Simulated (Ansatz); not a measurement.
# CH5Ge radical: energies and forces away from the minimum

The task here is to estimate one member of a computed series from the others.

Method: single points with forces in def2-TZVPP; program: Ansatz 0.2.0, Gaussian basis.

Levels: PBE-D4, r2SCAN-D4, PBE0-D4, wB97M-V, Hartree-Fock, MP2, CCSD, CCSD(T). Each coordinate is moved by a Gaussian draw of the width named (0.7 of it for atoms other than hydrogen): 0.04, 0.06 Å.

Correlated methods freeze the cores. Filled d shells of the heavier atoms are correlated. Orbitals are unrestricted.

9 further runs of the same task are left out: 9 set aside as unsound or not needed.

### The system as given

The minimum, relaxed at PBE0-D4: SMILES `[CH2][GeH3]`, 7 atoms, charge 0, spin multiplicity 2.

Atoms are counted from 1 here; the program's logs count them from 0.

Bond lengths: C1–Ge2 1.920 Å, C1–H3 1.084 Å, C1–H4 1.084 Å, Ge2–H5 1.538 Å, Ge2–H6 1.543 Å, Ge2–H7 1.537 Å. Angles: Ge2–C1–H3 122.0°, Ge2–C1–H4 122.0°, H3–C1–H4 116.0°, C1–Ge2–H5 110.1°, C1–Ge2–H6 110.8°, C1–Ge2–H7 110.0°, H5–Ge2–H6 108.0°, H5–Ge2–H7 109.6°, H6–Ge2–H7 108.2°.

Coordinates:

```xyz
7
charge 0, multiplicity 2
C    -0.23588   -1.13954    0.10923
Ge    0.17474    0.72461   -0.09290
H    -1.17382   -1.56130   -0.23410
H     0.43957   -1.82633    0.60655
H    -0.43223    1.26067   -1.40056
H    -0.40958    1.54519    1.07550
H     1.69850    0.92870   -0.10932
```

Energies of the minimum (eV), from earlier single points: PBE-D4 -57624.83407, r2SCAN-D4 -57634.31075, PBE0-D4 -57626.67142, B3LYP-D4 -57636.82637, wB97M-V -57630.93084, CCSD(T) -57594.66412.

The first run:

ccsdt-tzvpp/in.yaml reads:

```yaml
crystal:
  periodic: [false, false, false]
  atoms:
    - {symbol: C, position_ang: [-0.263343, -1.186169, 0.093899]}
    - {symbol: Ge, position_ang: [0.205944, 0.731425, -0.104798]}
    - {symbol: H, position_ang: [-1.189224, -1.464103, -0.219826]}
    - {symbol: H, position_ang: [0.409801, -1.827140, 0.620695]}
    - {symbol: H, position_ang: [-0.456708, 1.278922, -1.432560]}
    - {symbol: H, position_ang: [-0.404430, 1.520277, 0.994008]}
    - {symbol: H, position_ang: [1.724730, 0.952312, -0.018346]}
basis:
  gaussian: {orbitals: def2-TZVPP}
magnetization: {spin_polarized: true, initial_magnetization: 1}
correlation: {method: ccsd_t}
scf: {omitted_lower_state_checks: [cluster_reference]}
output: {forces: true}
```

The command line of these runs was not kept.

Steps of the session up to this table: Structure 1, width 0.04 Å; Structure 2, width 0.06 Å.

One table of the session follows, with a row left open; its other results are not shown here.

```
   method  RMS force component (eV/Å)  angle to CCSD(T) forces (°)  dipole (D)
   PBE-D4                       1.776                          4.1        0.43
r2SCAN-D4                           ?                            ?           ?
  PBE0-D4                       1.766                          2.0        0.46
  wB97M-V                       1.725                          1.2        0.44
  CCSD(T)                       1.727                    reference        0.44
```

**Question.** Estimate the row for r2SCAN-D4.

As computed: RMS force component (eV/Å): 1.736; angle to CCSD(T) forces (°): 1.3; dipole (D): 0.46. In the column «RMS force component (eV/Å)» it lies between CCSD(T) (1.727) and PBE0-D4 (1.766).
